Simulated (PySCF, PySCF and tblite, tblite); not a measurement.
# Si5H12: conformers and averaged spectra

Which conformers does Si5H12 (`[SiH3][SiH2][SiH]([SiH3])[SiH3]`) populate, and what do their averaged NMR parameters look like?

Programs: PySCF 2.14.0 with density-fitted response routines of our own, and tblite 0.8.0. All values are computed, except where a source is named. Atoms count from 0 throughout.

## 1. The molecule as given

17 atoms, charge 0, multiplicity 1; geometry from: MMFF94s geometry.

Bonds of the start (Å): Si0–H5 1.48, Si0–H6 1.49, Si0–H7 1.49, Si0–Si1 2.31, Si1–H8 1.49, Si1–H9 1.48, Si1–Si2 2.27, Si2–H10 1.49, Si2–Si3 2.30, Si2–Si4 2.29, Si3–H11 1.48, Si3–H12 1.49, Si3–H13 1.48, Si4–H14 1.48, Si4–H15 1.49, Si4–H16 1.48.

## 2. GFN2-xTB relaxation, conformer 1

The job: settings as JSON, then the geometry in Å.

```
{"job": {"xc": "GFN2-xTB", "basis": "xTB", "kind": "relax"}, "charge": 0, "multiplicity": 1}
Si     2.561200    -0.637800     1.416200
Si     1.509100     0.331400    -0.399600
Si    -0.589800    -0.523900    -0.529100
Si    -1.648000     0.569600    -2.250200
Si    -1.728300     0.045100     1.373000
H      2.550900    -2.115600     1.278200
H      1.826600    -0.274300     2.659200
H      3.962300    -0.153900     1.536600
H      2.263200     0.024200    -1.643600
H      1.450800     1.805500    -0.233200
H     -0.575300    -2.001500    -0.745100
H     -0.951700     0.295700    -3.524000
H     -3.056100     0.093100    -2.355100
H     -1.654100     2.026100    -2.000000
H     -1.104800    -0.609900     2.538400
H     -1.677700     1.516800     1.587100
H     -3.145300    -0.378400     1.281200
```

The run is started by

```sh
> OMP_NUM_THREADS=1 python ens_run.py task.json out
```

The driver reads the study from task.json and runs its stages one after another.

The program printed:

```text
step      E/eV     max force
  0    -399.99334    0.888
  1    -400.03585    0.521
  2    -400.07914    0.303
  3    -400.08986    0.321
  4    -400.12236    0.379
  5    -400.14060    0.399
  6    -400.16714    0.359
  7    -400.18159    0.319
  8    -400.19360    0.250
  9    -400.20159    0.223
 10    -400.20850    0.192
 11    -400.21296    0.126
 12    -400.21549    0.119
 13    -400.21765    0.157
 14    -400.22052    0.176
 15    -400.22395    0.154
 16    -400.22689    0.114
 17    -400.22869    0.110
 18    -400.23000    0.142
 19    -400.23170    0.144
 20    -400.23409    0.136
 21    -400.23686    0.125
 22    -400.23950    0.133
 23    -400.24200    0.170
 24    -400.24450    0.148
 25    -400.24652    0.105
 26    -400.24779    0.092
 27    -400.24864    0.081
 28    -400.24961    0.091
 29    -400.25113    0.132
 30    -400.25305    0.124
 31    -400.25448    0.063
 32    -400.25505    0.046
 33    -400.25525    0.028
 34    -400.25525    0.028
 35    -400.25533    0.026
 36    -400.25559    0.039
 37    -400.25567    0.044
 38    -400.25585    0.038
 39    -400.25591    0.025
 40    -400.25596    0.015
 41    -400.25599    0.015
 42    -400.25603    0.015
 43    -400.25607    0.019
 44    -400.25614    0.023
 45    -400.25622    0.023
 46    -400.25629    0.018
 47    -400.25634    0.012
 48    -400.25637    0.012
 49    -400.25640    0.015
 50    -400.25645    0.018
 51    -400.25651    0.020
 52    -400.25657    0.018
 53    -400.25662    0.015
 54    -400.25666    0.018
 55    -400.25672    0.017
 56    -400.25677    0.018
 57    -400.25682    0.015
 58    -400.25685    0.017
 59    -400.25688    0.017
 60    -400.25692    0.017
 61    -400.25697    0.019
 62    -400.25701    0.023
 63    -400.25705    0.017
 64    -400.25707    0.008
 65    -400.25708    0.009
 66    -400.25709    0.007
 67    -400.25710    0.009
 68    -400.25712    0.010
 69    -400.25714    0.009
 70    -400.25715    0.007
 71    -400.25715    0.005
 72    -400.25715    0.006
 73    -400.25716    0.008
 74    -400.25717    0.009
 75    -400.25718    0.008
 76    -400.25719    0.008
 77    -400.25720    0.009
 78    -400.25721    0.011
 79    -400.25722    0.010
 80    -400.25722    0.007
 81    -400.25723    0.008
 82    -400.25724    0.013
 83    -400.25726    0.018
 84    -400.25729    0.018
 85    -400.25731    0.012
 86    -400.25733    0.007
 87    -400.25733    0.005
 88    -400.25733    0.005
 89    -400.25734    0.010
 90    -400.25735    0.014
 91    -400.25737    0.016
 92    -400.25739    0.011
 93    -400.25739    0.005
 94    -400.25740    0.007
 95    -400.25740    0.012
 96    -400.25741    0.017
 97    -400.25743    0.016
 98    -400.25744    0.009
 99    -400.25744    0.005
100    -400.25744    0.005
101    -400.25745    0.005
102    -400.25745    0.007
103    -400.25745    0.008
104    -400.25746    0.006
105    -400.25746    0.004
```

It took 1.1 s on 1 thread of Intel Xeon Platinum 8488C, shared host.

Relaxing gained 0.264 eV and moved the atoms by 0.21 Å on average (rms).

**GFN2-xTB relaxation, conformer 2**

The job: settings as JSON, then the geometry in Å.

```
{"job": {"xc": "GFN2-xTB", "basis": "xTB", "kind": "relax"}, "charge": 0, "multiplicity": 1}
Si     2.440800     0.520200     0.446800
Si     1.286400    -1.088300    -0.730000
Si    -0.944700    -0.738200    -0.544200
Si    -1.417200     1.365100    -1.335600
Si    -1.520700    -0.731200     1.668600
H      3.894800     0.309400     0.346900
H      2.034000     0.486900     1.874200
H      2.107800     1.869000    -0.094300
H      1.623600    -2.448300    -0.187500
H      1.682300    -1.072100    -2.151700
H     -1.715900    -1.780000    -1.304300
H     -0.977300     1.484900    -2.737000
H     -2.879100     1.633300    -1.241200
H     -0.693200     2.367300    -0.514500
H     -2.983400    -0.507900     1.827000
H     -1.149700    -2.021900     2.300900
H     -0.795500     0.363700     2.365900
```

The program printed:

```text
step      E/eV     max force
  0    -400.03849    0.949
  1    -400.08564    0.479
  2    -400.11926    0.222
  3    -400.12751    0.225
  4    -400.15932    0.261
  5    -400.17126    0.269
  6    -400.18953    0.261
  7    -400.19932    0.277
  8    -400.20749    0.211
  9    -400.21248    0.212
 10    -400.21653    0.200
 11    -400.21886    0.128
 12    -400.22005    0.096
 13    -400.22093    0.122
 14    -400.22213    0.127
 15    -400.22384    0.120
 16    -400.22562    0.103
 17    -400.22667    0.066
 18    -400.22714    0.054
 19    -400.22752    0.052
 20    -400.22812    0.067
 21    -400.22920    0.105
 22    -400.23090    0.121
 23    -400.23272    0.118
 24    -400.23392    0.081
 25    -400.23465    0.077
 26    -400.23545    0.072
 27    -400.23670    0.110
 28    -400.23851    0.146
 29    -400.24031    0.130
 30    -400.24145    0.086
 31    -400.24202    0.060
 32    -400.24242    0.064
 33    -400.24286    0.056
 34    -400.24328    0.051
 35    -400.24370    0.067
 36    -400.24417    0.082
 37    -400.24476    0.084
 38    -400.24529    0.062
 39    -400.24557    0.032
 40    -400.24557    0.032
 41    -400.24565    0.028
 42    -400.24599    0.055
 43    -400.24611    0.060
 44    -400.24645    0.053
 45    -400.24662    0.037
 46    -400.24675    0.027
 47    -400.24685    0.027
 48    -400.24696    0.033
 49    -400.24708    0.042
 50    -400.24724    0.054
 51    -400.24746    0.058
 52    -400.24767    0.051
 53    -400.24782    0.030
 54    -400.24791    0.021
 55    -400.24799    0.032
 56    -400.24808    0.035
 57    -400.24816    0.029
 58    -400.24823    0.026
 59    -400.24829    0.020
 60    -400.24835    0.027
 61    -400.24842    0.026
 62    -400.24849    0.022
 63    -400.24853    0.016
 64    -400.24855    0.015
 65    -400.24858    0.018
 66    -400.24861    0.015
 67    -400.24864    0.019
 68    -400.24869    0.022
 69    -400.24873    0.023
 70    -400.24878    0.020
 71    -400.24883    0.018
 72    -400.24888    0.016
 73    -400.24893    0.022
 74    -400.24901    0.024
 75    -400.24911    0.024
 76    -400.24923    0.028
 77    -400.24935    0.033
 78    -400.24943    0.027
 79    -400.24948    0.016
 80    -400.24951    0.013
 81    -400.24954    0.016
 82    -400.24958    0.026
 83    -400.24964    0.033
 84    -400.24972    0.032
 85    -400.24980    0.023
 86    -400.24985    0.013
 87    -400.24986    0.004
```

Wall time 0.98 s (1 thread of Intel Xeon Platinum 8488C, shared host).

Relaxing gained 0.211 eV and moved the atoms by 0.22 Å on average (rms).

## 3. Shieldings, conformer 1: wB97X-D/pcSseg-1 in dichloromethane

The job: settings as JSON, then the geometry in Å.

```
{"job": {"xc": "wB97X-D", "basis": "pcSseg-1", "solvent": "dichloromethane", "kind": "nmr", "pop": true}, "charge": 0, "multiplicity": 1}
Si     2.740738    -0.644882     1.454398
Si     1.577451     0.268073    -0.323597
Si    -0.676665    -0.322981    -0.535592
Si    -1.739136     0.580896    -2.399281
Si    -1.844903     0.023513     1.444978
H      2.768303    -2.108085     1.378303
H      2.097980    -0.303073     2.726752
H      4.136784    -0.215108     1.571077
H      2.288472    -0.018798    -1.581334
H      1.642724     1.738505    -0.243252
H     -0.669664    -1.793214    -0.743909
H     -1.046921     0.281815    -3.654803
H     -3.119185     0.118141    -2.572613
H     -1.805563     2.041257    -2.298232
H     -1.247909    -0.673189     2.586907
H     -1.866360     1.446345     1.794651
H     -3.243144    -0.407186     1.385637
```

The program printed:

```text
coarse grid: 15560 points
cycle   1  E = -1454.5387580990  dE = -3.455e-01  |g| = 2.106e-01  |ddm| = 3.532e+00
cycle   2  E = -1454.5555296200  dE = -1.677e-02  |g| = 8.382e-02  |ddm| = 3.912e-01
cycle   3  E = -1454.5575996024  dE = -2.070e-03  |g| = 2.286e-02  |ddm| = 1.621e-01
cycle   4  E = -1454.5578061825  dE = -2.066e-04  |g| = 4.690e-03  |ddm| = 5.811e-02
cycle   5  E = -1454.5578152070  dE = -9.025e-06  |g| = 1.216e-03  |ddm| = 1.423e-02
final grid: 124096 points
cycle   6  E = -1454.5964893240  dE = -4.517e-05  |g| = 3.330e-03  |ddm| = 2.060e-02
cycle   7  E = -1454.5964908375  dE = -1.514e-06  |g| = 1.209e-03  |ddm| = 5.314e-03
cycle   8  E = -1454.5964909935  dE = -1.560e-07  |g| = 1.839e-04  |ddm| = 1.051e-03
cycle   9  E = -1454.5964910158  dE = -2.231e-08  |g| = 3.772e-05  |ddm| = 8.243e-04
cycle  10  E = -1454.5964910166  dE = -8.527e-10  |g| = 1.089e-05  |ddm| = 1.298e-04
converged SCF energy = -1454.5964910166

GIAO shielding tensors (ppm)
atom      isotropic    diamagn.    paramagn.     s11        s22        s33       span
  0 Si     463.465     879.909    -416.444    448.180    464.506    477.709     29.529
  1 Si     473.633     881.627    -407.994    460.311    471.507    489.082     28.770
  2 Si     493.692     882.834    -389.142    486.175    495.007    499.894     13.719
  3 Si     458.245     879.617    -421.372    439.237    456.798    478.700     39.462
  4 Si     461.441     880.590    -419.149    447.640    458.128    478.554     30.914
  5 H       28.399      29.436      -1.037     24.831     26.554     33.812      8.981
  6 H       28.372      29.810      -1.439     24.325     27.469     33.321      8.996
  7 H       28.242      28.496      -0.255     24.592     25.514     34.619     10.027
  8 H       28.346      30.239      -1.892     23.921     26.690     34.428     10.506
  9 H       28.487      30.676      -2.189     24.621     26.834     34.005      9.384
 10 H       28.605      31.288      -2.683     25.043     26.229     34.542      9.499
 11 H       28.229      29.070      -0.841     24.340     26.224     34.122      9.782
 12 H       28.202      28.849      -0.647     24.351     25.990     34.265      9.913
 13 H       28.359      29.281      -0.922     24.897     26.365     33.815      8.918
 14 H       28.272      30.221      -1.949     24.074     27.054     33.689      9.615
 15 H       28.439      30.101      -1.662     25.251     26.250     33.816      8.565
 16 H       28.313      29.561      -1.248     24.459     26.002     34.478     10.019
```

Run time: 32 s. Hardware: 1 thread of Intel Xeon Platinum 8488C, shared host; peak memory 0.99 GiB.

Key values: HOMO -9.73 eV, LUMO 0.97 eV; dipole 0.22 D.

[end of part 1 of 2]
